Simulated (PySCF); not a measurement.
# MoO₂Br₂: structure of the singlet

Where does singlet MoO₂Br₂ go from a see-saw (ligand arrangement 1) start, is the end point a minimum, and what are its modes, charges and moments?

The runs use PySCF 2.14.0; PBE0, basis Mo def2-SVP with ECP28, O def2-SVP, Br def2-SVP, scalar-relativistic core potentials, no spin–orbit coupling, density fitting.

### 1 The system as given

5 atoms, charge 0, spin multiplicity 1.

Bond lengths: Mo1–O2 1.780 Å, Mo1–O3 1.780 Å, Mo1–Br4 2.520 Å, Mo1–Br5 2.520 Å. Angles: O2–Mo1–O3 104.0°, O2–Mo1–Br4 86.9°, O2–Mo1–Br5 86.9°, O3–Mo1–Br4 86.9°, O3–Mo1–Br5 86.9°, Br4–Mo1–Br5 170.0°.

```xyz
5
charge 0 multiplicity 1
Mo    0.0000    0.0000    0.0000
O     1.4027    0.0000    1.0959
O    -1.4027    0.0000    1.0959
Br    0.0000    2.5104    0.2196
Br    0.0000   -2.5104    0.2196
```

### 2 First SCF at the start

The steps below are one call of a driver around PySCF. For each, scf.py gives the equivalent set-up of the SCF; relaxations use the driver's own optimiser. After this first run the driver tries any further starts and a stability analysis.

scf.py

```python
from pyscf import gto, scf, dft
mol = gto.M(atom='''
Mo     0.000000     0.000000     0.000000
O      1.402700     0.000000     1.095900
O     -1.402700     0.000000     1.095900
Br     0.000000     2.510400     0.219600
Br    -0.000000    -2.510400     0.219600''',
    basis={'Mo': 'def2-SVP', 'O': 'def2-SVP', 'Br': 'def2-SVP'},
    ecp={'Mo': 'def2-SVP'},
    charge=0, spin=0)
mf = dft.RKS(mol, xc='PBE0')
mf.grids.atom_grid = (50, 194)
aux = {'Mo': 'def2-universal-JKFIT', 'O': 'def2-universal-JKFIT', 'Br': 'def2-universal-JKFIT'}
mf = mf.density_fit(auxbasis=aux)
mf.conv_tol = 1e-08
mf.diis_space = 10
mf.max_cycle = 60
mf.init_guess = 'minao'
mf.verbose = 4
mf.kernel()
```

Command:

```sh
$ OMP_NUM_THREADS=2 python axn.py task.json out
```

The runs that follow: Relaxation: see-saw (ligand arrangement 1) start, singlet; Is it a minimum? Harmonic modes.

Q: Predict the outcome of this session. Wanted: minimum; geometry; wavenumbers; dipole moment; highest occupied, lowest empty level; polar-tensor charge of Mo1; zero-point energy; atomisation energy.

The runs gave:

| quantity | value |
| --- | --- |
| minimum | singlet, C2v |
| geometry | Mo–Br 2.402 Å (×2), Mo–O 1.661 Å (×2); Br–Mo–Br 112.4°, Br–Mo–O 109.4° (×4), O–Mo–O 106.7° |
| wavenumbers (cm⁻¹) | 79 (a1), 157 (b2), 199 (a2), 210 (b1), 263 (a1), 359 (b1), 395 (a1), 1050 (b2), 1082 (a1) |
| dipole moment | 1.46 D |
| highest occupied, lowest empty level | -9.23, -3.90 eV |
| polar-tensor charge of Mo1 | +2.01 e |
| zero-point energy | 22.7 kJ/mol |
| entropy at 298.15 K | 361.5 J/(mol K) |
| atomisation energy (no zero-point energy) | 1854 kJ/mol |

What this shows: The molecule stays C2v, as typed, and the end point is a minimum. In the infrared the band at 1050 cm⁻¹ (b2, stretch) leads. Only this shape and spin were tried, so other structures or states may lie lower. The stability of the closed-shell solution was not tested.
